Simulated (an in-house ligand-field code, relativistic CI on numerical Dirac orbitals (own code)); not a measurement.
**d7 in a ligand field: terms against the cubic field**

Aim: the terms of a d7 shell from Racah B and C and the field, by exact diagonalisation.

The numbers are computed with an in-house ligand-field code version 1 (parametric ligand-field model of a d^n configuration (Racah B and C, spin-orbit zeta, crystal field), exact diagonalisation), except any that are marked as measured or tabulated.

### 1 The system

| Property | Result |
| --- | --- |
| shell | d7 |
| set 1 (cm⁻¹) | B = 390, C = 1610, Oh, 10Dq = 12870 |
| set 2 (cm⁻¹) | B = 390, C = 1610, Oh, 10Dq = 13650 |
| set 3 (cm⁻¹) | B = 390, C = 1610, Oh, 10Dq = 14430 |
| set 4 (cm⁻¹) | B = 390, C = 1610, Oh, 10Dq = 15210 |
| set 5 (cm⁻¹) | B = 390, C = 1610, Oh, 10Dq = 15990 |
| set 6 (cm⁻¹) | B = 390, C = 1610, Oh, 10Dq = 16770 |
| set 7 (cm⁻¹) | B = 390, C = 1610, Oh, 10Dq = 17550 |
| set 8 (cm⁻¹) | B = 390, C = 1610, Oh, 10Dq = 18330 |

### 2 Set 1

Settings, as recorded:

```ini
n = 7
racah_B = 390  # cm-1
racah_C = 1610  # cm-1
zeta = 0  # cm-1
symmetry = Oh
field = {"10Dq": 12870}  # cm-1
```

### 3 Set 2

Settings, as recorded:

```ini
n = 7
racah_B = 390  # cm-1
racah_C = 1610  # cm-1
zeta = 0  # cm-1
symmetry = Oh
field = {"10Dq": 13650}  # cm-1
```

### 4 Set 3

Settings, as recorded:

```ini
n = 7
racah_B = 390  # cm-1
racah_C = 1610  # cm-1
zeta = 0  # cm-1
symmetry = Oh
field = {"10Dq": 14430}  # cm-1
```

### 5 Set 4

Settings, as recorded:

```ini
n = 7
racah_B = 390  # cm-1
racah_C = 1610  # cm-1
zeta = 0  # cm-1
symmetry = Oh
field = {"10Dq": 15210}  # cm-1
```

### 6 Set 5

Settings, as recorded:

```ini
n = 7
racah_B = 390  # cm-1
racah_C = 1610  # cm-1
zeta = 0  # cm-1
symmetry = Oh
field = {"10Dq": 15990}  # cm-1
```

### 7 Set 6

Settings, as recorded:

```ini
n = 7
racah_B = 390  # cm-1
racah_C = 1610  # cm-1
zeta = 0  # cm-1
symmetry = Oh
field = {"10Dq": 16770}  # cm-1
```

### 8 Set 7

Settings, as recorded:

```ini
n = 7
racah_B = 390  # cm-1
racah_C = 1610  # cm-1
zeta = 0  # cm-1
symmetry = Oh
field = {"10Dq": 17550}  # cm-1
```

### 9 Set 8

Settings, as recorded:

```ini
n = 7
racah_B = 390  # cm-1
racah_C = 1610  # cm-1
zeta = 0  # cm-1
symmetry = Oh
field = {"10Dq": 18330}  # cm-1
```

(Steps that only read results are left out.)

Q: Predict the outcome of this session. Wanted: lowest terms; sets at their largest spin, of those that allow S over 1.

As calculated:

| set | 10Dq/B (size) | lowest | S | electrons in z² and x²-y² | first level of the same spin (cm⁻¹) |
| --- | --- | --- | --- | --- | --- |
| 1: Oh | 33.0 | 2E | 0.50 | 1.03 | 2T1 11721 |
| 2: Oh | 35.0 | 2E | 0.50 | 1.03 | 2T1 12483 |
| 3: Oh | 37.0 | 2E | 0.50 | 1.02 | 2T1 13246 |
| 4: Oh | 39.0 | 2E | 0.50 | 1.02 | 2T1 14011 |
| 5: Oh | 41.0 | 2E | 0.50 | 1.02 | 2T1 14777 |
| 6: Oh | 43.0 | 2E | 0.50 | 1.02 | 2T1 15544 |
| 7: Oh | 45.0 | 2E | 0.50 | 1.02 | 2T1 16311 |
| 8: Oh | 47.0 | 2E | 0.50 | 1.02 | 2T1 17079 |

| quantity | value |
| --- | --- |
| lowest terms | 1: 2E, 2: 2E, 3: 2E, 4: 2E, 5: 2E, 6: 2E, 7: 2E, 8: 2E |
| sets at their largest spin, of those that allow S over 1 | none |

The lowest term stays 2E over this range. B, C and the field are free parameters here, not those of a compound.
